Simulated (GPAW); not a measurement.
AlSn: relaxation of cell and atoms with PBEsol+D3

The system is AlSn.

```
Sn Al
1.0
     4.19811    0.00000    0.00000
    -2.09905    3.63567    0.00000
     0.00000    0.00000    3.30685
Sn Al
1 1
Direct
  0.33333 0.66667 0.50000
  0.00000 0.00000 0.00000
```

The cell comes from a database or a generator and needn't be the stable form of this composition.

```yaml
Program: GPAW 26.7.0
Task: relaxation of cell and atoms
Functional: PBEsol
Dispersion: D3
Potentials_or_basis: PAW data sets generated in the run's folder for this functional
Cutoff: 600 eV
Basis: pw
k_mesh: 6 × 6 × 7
Occupations: fermi-dirac, width 0.05 eV
Spin: no spin polarisation
Maxiter: 150
Optimizer: BFGS
Fmax: 0.02 eV/Å
Max_steps: 60
Convergence: density=1e-05 forces=0.0001
```

| Quantity | Value |
| --- | --- |
| Relaxed volume | 23.75 Å³/atom |
| Relaxed cell | a = 4.156 Å, b = 4.156 Å, c = 3.177 Å, α = 90.00°, β = 90.00°, γ = 120.00° |
| Space group after relaxing (to 0.05 Å) | P-6m2 (No. 187) |
| Energy gained by relaxing | 25.6 meV/atom |
| Ionic steps | 5 |
| Pressure after relaxing | 0.0 GPa |
| Band gap on the k mesh | none (metal or under the smearing width) |
| Dispersion energy per atom | -0.145 eV |

Stress tensor (GPa, compression positive):
```
 0.09  0.00  0.00
 0.00  0.09  0.00
 0.00  0.00 -0.05
```

The path:
| step | energy change (eV) | largest force (eV/Å) | pressure (GPa) | volume (Å³) |
| --- | --- | --- | --- | --- |
| 1 | 0.0000 | 0.0000 | -3.40 | 50.47 |
| 2 | -0.0163 | 0.0000 | -2.83 | 49.90 |
| 3 | -0.0507 | 0.0000 | 0.42 | 47.25 |
| 4 | -0.0512 | 0.0000 | -0.01 | 47.54 |
| 5 | -0.0512 | 0.0000 | 0.04 | 47.51 |

Final structure:
```
CELL_PARAMETERS angstrom
4.15558 0.00000 0.00000
-2.07779 3.59884 0.00000
0.00000 0.00000 3.17652
ATOMIC_POSITIONS crystal
Sn 0.33333 0.66667 0.50000
Al 0.00000 0.00000 0.00000
```

Levels at points of the mesh, in eV from the Fermi level:
```
           k point  band 4  band 5  band 6  band 7  band 8  band 9  band 10  band 11  band 12  band 13
(0.00, 0.00, 0.00)  -21.15  -21.15  -10.87   -0.46   -0.46    0.73     3.00     3.00     3.27     5.47
(0.50, 0.50, 0.00)  -21.15  -21.15   -8.98   -6.67   -2.11    0.43     5.15     7.26     7.78     8.86
```

Run time: 78 s on 1 thread of Intel(R) Xeon(R) Platinum 8259CL CPU @ 2.50GHz (Skylake/Cascade Lake), on a shared host, peak memory 0.25 GiB.

Caveat: later steps reuse the first step's grids; pairwise dispersion overbinds metals, which lowers pressure and volume.
